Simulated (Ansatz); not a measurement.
# Ta2O5: random displacements

This session takes Ta2O5 and sets out to compute energies and forces of randomly disturbed cells.

Program: Ansatz 0.2.0. Level of theory: DFT PBEsol, scalar-relativistic, plane waves, PAW. These are calculated values, not measurements.

1 further run of the same task is left out (set aside as unsound or not needed). Runs told in other sessions of the task aren't counted.

## (1) Starting point

It takes space group I4/mmm (No. 139, tetragonal). The conventional cell has a = 5.241 Å, b = 5.241 Å, c = 9.583 Å, α = 90.00°, β = 90.00°, γ = 90.00°. Ta (site symmetry 4mm) is surrounded by 5 O at 1.88 to 1.92 Å. O (site symmetry 4/mmm) is surrounded by 2 Ta at 1.88 Å. Around O (site symmetry 2/m) lie 2 Ta at 1.92 Å.

Structure file:

```
Ta O
1.0
    -2.62037    2.62037    4.79144
     2.62037   -2.62037    4.79144
     2.62037    2.62037   -4.79144
Ta O
2 5
Direct
  0.19664 0.19664 0.00000
  0.80336 0.80336 0.00000
  0.00000 0.00000 0.00000
  0.50000 0.00000 0.00000
  0.00000 0.50000 0.00000
  0.00000 0.00000 0.50000
  0.50000 0.50000 0.50000
```

It goes back to an entry of the Materials Project, which need not be the stable form.

It is the result of an earlier relaxation at this level (volume 18.80 Å³/atom; gap on the mesh: 1.64 eV).

## (2) The reference cell

Reference values: F = -22423.5348 eV; pressure 0.00 GPa; largest force 0.003 eV/Å; gap on the mesh 1.64 eV. It was computed beforehand with the settings of the runs below.

## (3) Setting up random displacements

All atoms are moved at random with no net shift, in some cells together with a random strain.

## (4) Point rms move = 0.278 Å

The input, input.yaml:

```yaml
crystal:
  lattice:
    - [-2.6567344855, 2.6400407195, 4.6980070892]
    - [2.5822315997, -2.6887359032, 4.6838932535]
    - [2.6848569915, 2.7168584092, -4.7246377368]
  atoms:
    - { symbol: Ta, position: [0.1587237414, 0.1434861623, -0.0107966584] }
    - { symbol: Ta, position: [0.8463996006, 0.85762423, 0.0165773396] }
    - { symbol: O, position: [0.0113676403, 0.0035977536, -0.0046723633] }
    - { symbol: O, position: [0.4766786373, -0.0562507471, -0.0462629636] }
    - { symbol: O, position: [0.0054492649, 0.5335044066, 0.0018220787] }
    - { symbol: O, position: [0.0466725283, 0.0254878363, 0.5619593638] }
    - { symbol: O, position: [0.4547085873, 0.4925503583, 0.4813732032] }
basis:
  ecutwfc: 420
kpoints:
  mp_grid: { grid: [8, 8, 8] }
hamiltonian:
  xc: pbesol
scf:
  occupations: { method: gaussian, width: 0.05 }
output:
  forces: true
  stress: true
  eigenvalues: true
```

Started as:

```sh
$ ansatz run input.yaml --threads 2 --pin off --max-ram 5120MiB --backend cpu --events-out ev --progress --plain --runs-dir out
```

What it wrote, cut to the lines that bear on the results:

```text
Warning: RAYON_NUM_THREADS=2 ignored (pool sized by the plan → 2); use --threads N
[...]
Pseudopotentials: kind: paw
Pseudopotential: Ta, paw, valence charge 13, recommended cutoff 420 eV (normal), Ta.paw.azcp
Pseudopotential: O, paw, valence charge 6, recommended cutoff 420 eV (normal), O.paw.azcp
Functional definition: PBEsol
[...]
Crystal: 7 atoms, lattice volume = 132.341 Å³
Basis set: ecut = 420 eV, 2559 PW (Γ), exchange–correlation on 90×90×90 points (8 copies of the dense FFT grid, shifted against one another)
Bands: 35, of which v1, the nominal top of the filled ones, is band 28 counted from 1 (27 counted from 0)
Symmetry: 1 space group operations
Space group: P1 (ITA 1), of the structure as read, at distance tolerance 5.1e-5 Å
k-points: 260 of 512 (time reversal used)
[...]
SCF iter   1: F=—  HF=-22406.726345 eV  |F-HF|=—  |Δ(HF+E_count)|=         —  Δρ=3.48e-2  dr2=1.83e0  ethr=1.77e-3  ⟨swp⟩=6.0  Hψ=39874  notcnv=0
[...]
SCF iter  14: F=-22406.417654 eV  HF=-22406.417654 eV  |F-HF|=3.25e-8  |Δ(HF+E_count)|=   1.14e-7  Δρ=4.28e-6  dr2=2.77e-8  ethr=1.79e-10  ⟨swp⟩=4.8  Hψ=31384  notcnv=0
[...]
SCF converged after 14 iterations
Free energy (F): -22406.417654 eV
[...]
E sigma→0 (E₀):  -22406.417654 eV
Fermi energy:    5.032422 eV
[...]
--- Forces (eV/Å), atoms counted from 1 ---
  atom   1  Ta    -0.09925147     2.44026918    65.52412466
  atom   2  Ta     0.54667183     1.34586285   -34.36979098
  atom   3  O     -0.14159485    -0.81730536   -33.52350717
  atom   4  O      1.13287793     1.85977664     0.77343610
  atom   5  O      1.50505223    -1.85598750     1.11355325
  atom   6  O     -1.54309439    -3.32054173     0.55630683
  atom   7  O     -1.40066306     0.34797046    -0.07419300
[...]
--- Stress (GPa, compression-positive) ---
      -12.166569       1.092719      -8.388721
        1.092719     -15.515874      -2.828904
       -8.388721      -2.828904     130.535330
  P = ⅓ Tr σ = 34.2843 GPa (342.843 kbar)
--- Band table (eV; the first three rows and the last of 260) ---
[...]
```

Run time: 24 s. Hardware: 2 threads of AMD EPYC 9R45 (Zen 5), shared host; peak memory 1.1 GiB.

## (5) At rms move = 0.151 Å

The input, input.yaml:

```yaml
crystal:
  lattice:
    - [-2.6144432185, 2.6354323911, 4.7685332955]
    - [2.7298224259, -2.6217360837, 4.8241421108]
    - [2.5730949467, 2.5803878119, -4.7610429954]
  atoms:
    - { symbol: Ta, position: [0.1706674602, 0.1896027319, -0.0306787498] }
    - { symbol: Ta, position: [0.8182124502, 0.7854489375, 0.0036494013] }
    - { symbol: O, position: [-0.0101304951, 0.01389293, 0.0140535329] }
    - { symbol: O, position: [0.4847734462, -0.0342938436, -0.0209893263] }
    - { symbol: O, position: [-0.0040221486, 0.4983009453, -0.0048243142] }
    - { symbol: O, position: [0.0204912044, -0.0077345322, 0.5025951806] }
    - { symbol: O, position: [0.5200080827, 0.554782831, 0.5361942756] }
basis:
  ecutwfc: 420
kpoints:
  mp_grid: { grid: [8, 8, 8] }
hamiltonian:
  xc: pbesol
scf:
  occupations: { method: gaussian, width: 0.05 }
output:
  forces: true
  stress: true
  eigenvalues: true
```

Started as:

```sh
$ ansatz run input.yaml --threads 2 --pin off --max-ram 5120MiB --backend cpu --events-out ev --progress --plain --runs-dir out
```

What it wrote, cut to the lines that bear on the results:

```text
[...]
SCF converged after 10 iterations
Free energy (F): -22422.003230 eV
[...]
E sigma→0 (E₀):  -22422.003230 eV
Fermi energy:    5.264759 eV
[...]
--- Forces (eV/Å), atoms counted from 1 ---
  atom   1  Ta    -0.34415248     5.19179264    -0.89650827
  atom   2  Ta     2.77819817    -3.67839615     2.07032208
  atom   3  O     -0.23163856    -0.04182244     2.21227031
  atom   4  O      2.94379246    -0.41085662    -0.68056421
  atom   5  O     -2.14050119     1.92618103    -0.89541926
  atom   6  O      1.52560082     0.35756006    -0.63162557
  atom   7  O     -4.53134422    -3.34446434    -1.17850480
[...]
--- Stress (GPa, compression-positive) ---
        5.269343       6.271947       0.385431
        6.271947       6.389406      -3.867788
        0.385431      -3.867788      -1.486875
  P = ⅓ Tr σ = 3.3906 GPa (33.906 kbar)
--- Band table (eV; the first three rows and the last of 260) ---
[...]
```

Run time: 18 s. Hardware: 2 threads of AMD EPYC 9R45 (Zen 5), shared host; peak memory 1.1 GiB.

## (6) Point rms move = 0.214 Å

The input, input.yaml:

```yaml
crystal:
  lattice:
    - [-2.6484567122, 2.6273352253, 4.8088749256]
    - [2.5261534644, -2.5743124815, 4.7129918353]
    - [2.7121613695, 2.6380171388, -4.7798776019]
  atoms:
    - { symbol: Ta, position: [0.1891871542, 0.2046690785, 0.0373910401] }
    - { symbol: Ta, position: [0.7481525636, 0.7981284951, -0.089610253] }
    - { symbol: O, position: [0.025399115, -0.0254749939, 0.0091044029] }
    - { symbol: O, position: [0.5303405576, -0.0061602462, 0.0239777509] }
    - { symbol: O, position: [0.0017978734, 0.5347720476, 0.0314385394] }
    - { symbol: O, position: [-0.0043755961, -0.0033876988, 0.4819650126] }
    - { symbol: O, position: [0.5094983324, 0.4974533177, 0.5057335071] }
basis:
  ecutwfc: 420
kpoints:
  mp_grid: { grid: [8, 8, 8] }
hamiltonian:
  xc: pbesol
scf:
  occupations: { method: gaussian, width: 0.05 }
output:
  forces: true
  stress: true
  eigenvalues: true
  write_density: true
  write_potential: true
  elf: true
  volumetric_format: npy
```

Started as:

```sh
$ ansatz run input.yaml --threads 2 --pin off --max-ram 5120MiB --backend cpu --events-out ev --progress --plain --runs-dir out
```

What it wrote, cut to the lines that bear on the results:

```text
Warning: RAYON_NUM_THREADS=2 ignored (pool sized by the plan → 2); use --threads N
[...]
[... 4 set-up lines as earlier in the session ...]
[...]
Crystal: 7 atoms, lattice volume = 131.269 Å³
Basis set: ecut = 420 eV, 2561 PW (Γ), exchange–correlation on 90×80×90 points (8 copies of the dense FFT grid, shifted against one another)
Bands: 35, of which v1, the nominal top of the filled ones, is band 28 counted from 1 (27 counted from 0)
[... 2 set-up lines as earlier in the session ...]
k-points: 260 of 512 (time reversal used)
[...]
SCF iter   1: F=—  HF=-22418.318737 eV  |F-HF|=—  |Δ(HF+E_count)|=         —  Δρ=1.35e-2  dr2=1.87e-1  ethr=1.77e-3  ⟨swp⟩=6.0  Hψ=38008  notcnv=0
[...]
SCF iter  11: F=-22418.287490 eV  HF=-22418.287490 eV  |F-HF|=1.49e-7  |Δ(HF+E_count)|=   8.57e-7  Δρ=8.00e-6  dr2=9.17e-8  ethr=1.79e-10  ⟨swp⟩=15.2  Hψ=67455  notcnv=0
[...]
SCF converged after 11 iterations
Free energy (F): -22418.287490 eV
[...]
E sigma→0 (E₀):  -22418.287490 eV
Fermi energy:    5.929735 eV
[...]
--- Forces (eV/Å), atoms counted from 1 ---
  atom   1  Ta    -3.69651516    -6.27747763     8.70272139
  atom   2  Ta     5.32728689    11.59442291    -2.81616738
  atom   3  O     -0.12921274     0.72876569     2.21359644
  atom   4  O      5.17292016    -4.55684383    -2.03720223
  atom   5  O     -2.02399657     1.36630920    -1.58560004
  atom   6  O      2.51412092     2.46885378    -1.28986179
  atom   7  O     -7.16452823    -5.32424821    -3.18742292
[...]
--- Stress (GPa, compression-positive) ---
       10.393470       6.085907       7.544521
        6.085908      -1.457813      16.528802
        7.544521      16.528803      23.697001
  P = ⅓ Tr σ = 10.8776 GPa (108.776 kbar)
--- Band table (eV; the first three rows and the last of 260) ---
[...]
```

Wall time 24 s (2 threads of AMD EPYC 9R45 (Zen 5), shared host); peak memory 1.1 GiB.

Density in a lattice plane of the grid's cell (edges 6.09 and 5.93 Å, at 0.024 of the third edge), which holds Ta and O.

Ten even steps from ' ' (0.00 e/Å³) to '@' (7.34 e/Å³):
```
##%%**--..          ..--**%%**--::::----::....==
--==--..              ..::----::::--==++++--....
......                      ......::==++++==::..
                                  ..--==++==::  
                                    ..::::::..  
                                                
....                                        ..::
++--..                                    ..--++
@@##--                                    ..==##
@@##==..                                    --**
====::..                                    ..::
......                                          
    ........                                    
  ..::====--::                                  
  ..==++++++==::                                
  ..==**==++++--..                              
  ..--++++++++--..                              
::::::::======::..  ....::....                ..
++++--::......      ..==****==..            ..--
@@@@##--..          ..++%%@@##--..          ::++
```
Columns run along the first of these edges and rows up along the second, over one cell in 24 and 20 even steps from the bottom left corner. Atoms in the plane (fractional): Ta at (0.19, 0.20), O at (0.03, 0.97), O at (0.53, 0.99), O at (0.00, 0.53).

ELF in the same plane.

Ten even steps from ' ' (0.00) to '@' (0.83):
```
##**%%@@@@++..  ::**@@@@%%**%%%%====##%%##==++%%
@@@@@@@@@@**::  ..==##@@@@@@@@##==++%%@@@@##--**
++%%@@@@##++::    ::++##%%@@%%++--**%%##%%%%++--
..--==++==::..      ::==++**++::::++%%%%%%%%**::
........              ..::::::....::++****++--..
====::                              ..::::::::--
@@%%##==::                          ....--**##%%
%%@@@@%%++--..                      ..--##@@@@@@
==##@@@@##==::                      ::==##@@@@**
==**@@@@##++::                      ::==##@@@@##
@@@@@@%%**--..                      ..--**%%@@@@
%%%%**==::..                          ::==**##%%
------======::..                        ..--====
..--**%%%%@@%%==..                          ....
..++%%##==**@@%%--    ....::....                
..++%%++  ..**%%==..::==++++==--..      ..::::::
++--++**====##%%==::++##%%%%##**--..  ..::++****
@@##====##%%@@##--==%%@@@@@@@@%%++..  ..--**%%@@
%%%%%%++==++++--::++@@@@####@@@@**::....::**@@@@
++==##@@**::..  ::**@@@@++--##@@++::----::--%%%%
```
Columns run along the first of these edges and rows up along the second, over one cell in 24 and 20 even steps from the bottom left corner. Atoms in the plane (fractional): Ta at (0.19, 0.20), O at (0.03, 0.97), O at (0.53, 0.99), O at (0.00, 0.53).

Both are smooth fields of the valence electrons: close to the nuclei they are not physical.

The highest ELF values outside the cores: 0.85 in the shell around O, 0.6 Å from O; 0.84 beside O, off the lines to its neighbours, 0.6 Å from O.

## (7) rms move = 0.162 Å

The input, input.yaml:

```yaml
crystal:
  lattice:
    - [-2.60420827, 2.6823958576, 4.7514005326]
    - [2.5734002171, -2.5982185099, 4.6885167841]
    - [2.5811417266, 2.5751519665, -4.7053652348]
  atoms:
    - { symbol: Ta, position: [0.2101316205, 0.2006954873, 0.0069965865] }
    - { symbol: Ta, position: [0.8206537962, 0.7840669327, -0.0261904136] }
    - { symbol: O, position: [-0.0147870284, -0.0091754406, -0.0121275164] }
    - { symbol: O, position: [0.5032623489, -0.0270154458, 0.0210896499] }
    - { symbol: O, position: [-0.0154623612, 0.516661188, -0.0125579025] }
    - { symbol: O, position: [0.0163811124, 0.0394641161, 0.5430466623] }
    - { symbol: O, position: [0.4798205115, 0.4953031623, 0.4797429339] }
basis:
  ecutwfc: 420
kpoints:
  mp_grid: { grid: [8, 8, 8] }
hamiltonian:
  xc: pbesol
scf:
  occupations: { method: gaussian, width: 0.05 }
output:
  forces: true
  stress: true
  eigenvalues: true
  write_density: true
  write_potential: true
  elf: true
  volumetric_format: npy
```

Started as:

```sh
$ ansatz run input.yaml --threads 2 --pin off --max-ram 5120MiB --backend cpu --events-out ev --progress --plain --runs-dir out
```

What it wrote, cut to the lines that bear on the results:

```text
Warning: RAYON_NUM_THREADS=2 ignored (pool sized by the plan → 2); use --threads N
[...]
[... 4 set-up lines as earlier in the session ...]
[...]
Crystal: 7 atoms, lattice volume = 127.898 Å³
Basis set: ecut = 420 eV, 2487 PW (Γ), exchange–correlation on 90×80×80 points (8 copies of the dense FFT grid, shifted against one another)
Bands: 35, of which v1, the nominal top of the filled ones, is band 28 counted from 1 (27 counted from 0)
[... 1 set-up line as earlier in the session ...]
Space group: P1 (ITA 1), of the structure as read, at distance tolerance 5.0e-5 Å
k-points: 260 of 512 (time reversal used)
[...]
SCF iter   1: F=—  HF=-22421.546273 eV  |F-HF|=—  |Δ(HF+E_count)|=         —  Δρ=1.47e-2  dr2=2.30e-1  ethr=1.77e-3  ⟨swp⟩=6.0  Hψ=38017  notcnv=0
[...]
SCF iter  10: F=-22421.507141 eV  HF=-22421.507141 eV  |F-HF|=5.65e-8  |Δ(HF+E_count)|=   8.44e-8  Δρ=7.16e-6  dr2=7.47e-8  ethr=1.79e-10  ⟨swp⟩=13.0  Hψ=67455  notcnv=0
[...]
SCF converged after 10 iterations
Free energy (F): -22421.507141 eV
[...]
E sigma→0 (E₀):  -22421.507141 eV
Fermi energy:    5.893590 eV
[...]
--- Forces (eV/Å), atoms counted from 1 ---
  atom   1  Ta    -3.29644821     1.03129838    -2.43805128
  atom   2  Ta     7.13158862    -4.94383085    -7.21206042
  atom   3  O      0.28767082    -0.17081708     7.80126496
  atom   4  O      0.36557203    -0.79829097     0.13185483
  atom   5  O     -4.04190194     5.30903781    -1.92704203
  atom   6  O     -2.99010923    -2.24766050     1.77952388
  atom   7  O      2.54350562     1.82046947     1.86466849
[...]
--- Stress (GPa, compression-positive) ---
       11.316498       1.642170       6.636642
        1.642170      10.638544      -4.037785
        6.636642      -4.037785      18.090931
  P = ⅓ Tr σ = 13.3487 GPa (133.487 kbar)
--- Band table (eV; the first three rows and the last of 260) ---
[...]
```

Run time: 23 s. Hardware: 2 threads of AMD EPYC 9R45 (Zen 5), shared host; peak memory 1.1 GiB.

Density in a lattice plane of the grid's cell (edges 6.05 and 5.95 Å, at 0.007 of the third edge), which holds Ta and O.

Ten even steps from '0' (0.00 e/Å³) to '9' (7.47 e/Å³):
```
763100000137973100111136
321000000013552111344322
100000000001111012455542
000000000000000002454552
000000000000000001355552
000000000000000000134432
110000000000000000001222
531000000000000000000135
962000000000000000000148
973100000000000000000137
542100000000000000000013
111000000000000000000000
000111000000000000000000
001344310000000000000000
002555541000000000000000
002554552000000000000000
001355552100000000000000
211134432111100000000012
742111111124321000000146
973100000147852000000148
```
Columns run along the first of these edges and rows up along the second, over one cell in 24 and 20 even steps from the bottom left corner. Atoms in the plane (fractional): Ta at (0.21, 0.20), O at (0.99, 0.99), O at (0.50, 0.97), O at (0.98, 0.52).

ELF in the same plane.

Values, 12 rows by 12 columns:
```
0.75 0.81 0.52 0.08 0.53 0.81 0.60 0.81 0.28 0.66 0.60 0.45
0.25 0.56 0.32 0.03 0.24 0.65 0.77 0.72 0.25 0.66 0.23 0.61
0.22 0.09 0.05 0.01 0.04 0.26 0.40 0.29 0.15 0.77 0.43 0.68
0.44 0.45 0.15 0.01 0.00 0.02 0.07 0.05 0.03 0.26 0.43 0.32
0.66 0.79 0.50 0.09 0.01 0.00 0.01 0.01 0.02 0.10 0.48 0.76
0.40 0.80 0.61 0.12 0.02 0.00 0.00 0.00 0.02 0.20 0.66 0.79
0.82 0.70 0.25 0.06 0.02 0.01 0.01 0.00 0.00 0.08 0.41 0.73
0.21 0.24 0.57 0.52 0.08 0.02 0.02 0.01 0.00 0.00 0.04 0.18
0.07 0.65 0.50 0.62 0.54 0.07 0.13 0.08 0.01 0.02 0.07 0.09
0.42 0.41 0.46 0.35 0.60 0.23 0.51 0.33 0.05 0.08 0.47 0.66
0.79 0.51 0.45 0.66 0.31 0.69 0.78 0.65 0.19 0.08 0.64 0.82
0.27 0.80 0.33 0.08 0.42 0.77 0.48 0.80 0.31 0.08 0.33 0.76
```
Columns run along the first of these edges and rows up along the second, over one cell in 12 and 12 even steps from the bottom left corner. Atoms in the plane (fractional): Ta at (0.21, 0.20), O at (0.99, 0.99), O at (0.50, 0.97), O at (0.98, 0.52).

Both are smooth fields of the valence electrons: close to the nuclei they are not physical.

Maxima of ELF outside the ion cores: 0.85 in the shell around O, 0.6 Å from O; 0.85 beside O, off the lines to its neighbours, 0.7 Å from O.

## (8) The scan collected

All points in order; energies are free energies above the reference cell:

| rms move (Å) | ΔE (meV/atom) | largest force (eV/Å) | shortest distance (Å) | pressure (GPa) | gap on the mesh (eV) |
| --- | --- | --- | --- | --- | --- |
| 0.000 | 0.0 | 0.00 | 1.88 | 0.0 | 1.64 |
| 0.151 | 218.8 | 5.75 | 1.77 | 3.4 | 1.72 |
| 0.162 | 289.7 | 11.28 | 1.68 | 13.3 | 2.48 |
| 0.214 | 749.6 | 13.07 | 1.66 | 10.9 | 0.49 |
| 0.278 | 2445.3 | 65.57 | 1.38 | 34.3 | 0.72 |

## (9) Outcome

| quantity | value |
| --- | --- |
| costliest cell | 2445.3 meV/atom at an rms move of 0.278 Å |

The cost runs from 218.8 to 2445.3 meV/atom. Energy over the square of the rms move lies between 9.6 and 31.5 eV/Å² per atom; a harmonic solid under isotropic random moves would keep it roughly constant, while strain and close contacts change it. The gap on the mesh stays between 0.49 and 2.48 eV. Spin-orbit coupling is left out, which matters for the bands of Ta. Where forces pass 15 eV/Å atoms stand far too close, the PAW spheres overlap strongly and those numbers are rough.
